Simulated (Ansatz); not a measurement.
Working through an atomisation energy of Cl2H4Si2, SMILES Cl[SiH2][SiH2]Cl

Program: the Python package of Ansatz (0.2.0).

The cells in order, each with its output:

```python
from collections import Counter

import ansatz as az
```

```python
def energy(molecule, charge=0, unpaired=0):
    calc = (
        molecule.calculation()
        .basis(gaussian="cc-pVTZ")
        .functional("B3LYP", dispersion="d3bj")
    )
    if charge:
        calc = calc.charge(charge)
    if unpaired:
        calc = calc.spin("collinear", total=unpaired)
    report = calc.run().report
    if report["published_state_doubts"]:
        print("  doubts:", report["published_state_doubts"])
    return report["free_energy_ev"]

system = (
    az.Crystal.molecule()
    .atom("Cl", (-2.0805, 1.6232, -0.0727))
    .atom("Si", (-0.0923, 1.1418, 0.0797))
    .atom("Si", (0.2465, -1.1241, 0.0925))
    .atom("Cl", (-0.289, -1.9911, -1.6786))
    .atom("H", (0.5555, 1.8348, -1.092))
    .atom("H", (0.3486, 1.7778, 1.3413))
    .atom("H", (1.6985, -1.4593, 0.2581))
    .atom("H", (-0.5023, -1.7686, 1.1718))
)
```

```python
# unpaired electrons of the ground-state atoms
unpaired = {"Cl": 1, "Si": 2, "H": 1}
counts = Counter(site.symbol for site in system.cartesian_sites)
atom_energy = {s: energy(az.Crystal.molecule().atom(s, (0, 0, 0)), 0, unpaired[s]) for s in counts}
whole = energy(system, 0, 0)
for s, e in atom_energy.items():
    print(f"{s:2s} x{counts[s]}  {e:14.5f} eV")
print(f"Cl2H4Si2: {whole:.5f} eV")
split = sum(counts[s] * e for s, e in atom_energy.items()) - whole
print(f"atomisation energy (no zero-point term): {23.060548 * split:.1f} kcal/mol, {split / sum(counts.values()):.3f} eV an atom")
```

    Cl x2    -12521.99042 eV
    Si x2     -7874.87526 eV
    H  x4       -13.66437 eV
    Cl2H4Si2: -40872.35845 eV
    atomisation energy (no zero-point term): 552.8 kcal/mol, 2.996 eV an atom

552.8 kcal/mol from the electronic energies, without the zero-point term.

What to keep in mind:
- Total energies depend on the basis set; only differences at equal settings carry meaning.
- The geometry is a force-field or estimated start, not a minimum of this method, and the basis set is short of its limit. All parts are taken at fixed geometry, without zero-point energy.
- b3lyp holds the VWN-RPA fit, as in Gaussian; the form of ORCA and Turbomole is b3lyp5.
- For Al to Cl the sets with a tight d function, cc-pV(X+d)Z, are usual.
- It ran for 7.7 s on 1 thread of Arm Neoverse V2 (shared host), peak memory 0.48 GiB.
